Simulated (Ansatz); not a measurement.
# B2H7NOSi: the cost of one run

All numbers below are computed with Ansatz 0.2.0 (RKS BHLYP/def2-SVP).

## Step 1: The system as given

Bond lengths: B1–O2 1.465 Å, O2–Si3 1.729 Å, Si3–B4 1.911 Å, Si3–N5 1.829 Å, B1–H6 1.135 Å, B1–H7 1.228 Å, Si3–H8 1.420 Å, B4–H9 1.212 Å, B4–H10 1.130 Å, N5–H11 1.016 Å, N5–H12 1.048 Å. Angles (14 of 16 angles, heavy atoms first): B1–O2–Si3 106.4°, O2–Si3–B4 112.8°, O2–Si3–N5 109.9°, B4–Si3–N5 107.6°, O2–B1–H6 124.8°, O2–B1–H7 117.6°, O2–Si3–H8 108.6°, B4–Si3–H8 111.4°, N5–Si3–H8 106.3°, Si3–B4–H9 115.6°, Si3–B4–H10 123.4°, Si3–N5–H11 106.3°, Si3–N5–H12 108.0°, H6–B1–H7 117.2°.

Coordinates:

```xyz
12

B     0.3066    1.5911    1.1503
O    -0.6781    0.5588    1.4834
Si   -0.4940   -0.6915    0.3032
B    -0.9680   -0.1212   -1.4585
N     1.2470   -1.2505    0.2526
H     1.3411    1.6710    1.6096
H    -0.0597    2.5148    0.4287
H    -1.2629   -1.8149    0.7086
H    -1.9238   -0.6816   -1.9502
H    -0.5024    0.7728   -1.9696
H     1.2583   -2.0996   -0.3057
H     1.8130   -0.5044   -0.2184
```

## Step 2: Relaxing end A

input.yaml reads:

```yaml
crystal:
  periodic: [false, false, false]
  atoms:
    - { symbol: B, position_ang: [0.3066, 1.5911, 1.1503] }
    - { symbol: O, position_ang: [-0.6781, 0.5588, 1.4834] }
    - { symbol: Si, position_ang: [-0.494, -0.6915, 0.3032] }
    - { symbol: B, position_ang: [-0.968, -0.1212, -1.4585] }
    - { symbol: "N", position_ang: [1.247, -1.2505, 0.2526] }
    - { symbol: H, position_ang: [1.3411, 1.671, 1.6096] }
    - { symbol: H, position_ang: [-0.0597, 2.5148, 0.4287] }
    - { symbol: H, position_ang: [-1.2629, -1.8149, 0.7086] }
    - { symbol: H, position_ang: [-1.9238, -0.6816, -1.9502] }
    - { symbol: H, position_ang: [-0.5024, 0.7728, -1.9696] }
    - { symbol: H, position_ang: [1.2583, -2.0996, -0.3057] }
    - { symbol: H, position_ang: [1.813, -0.5044, -0.2184] }
basis:
  gaussian: { orbitals: def2-SVP }
hamiltonian:
  xc: { name: BHLYP }
relax:
  f_tol: 0.015
  max_steps: 40
```

Launch:

```sh
ansatz run input.yaml --threads 2 --pin off --max-ram 3072MiB --backend cpu --events-out ev --progress --plain --runs-dir out
```

Q: Estimate wall time and peak memory on 2 threads of Intel Xeon Platinum 8488C (Sapphire Rapids), shared host.

About 56 s, with a peak of 0.25 GiB.
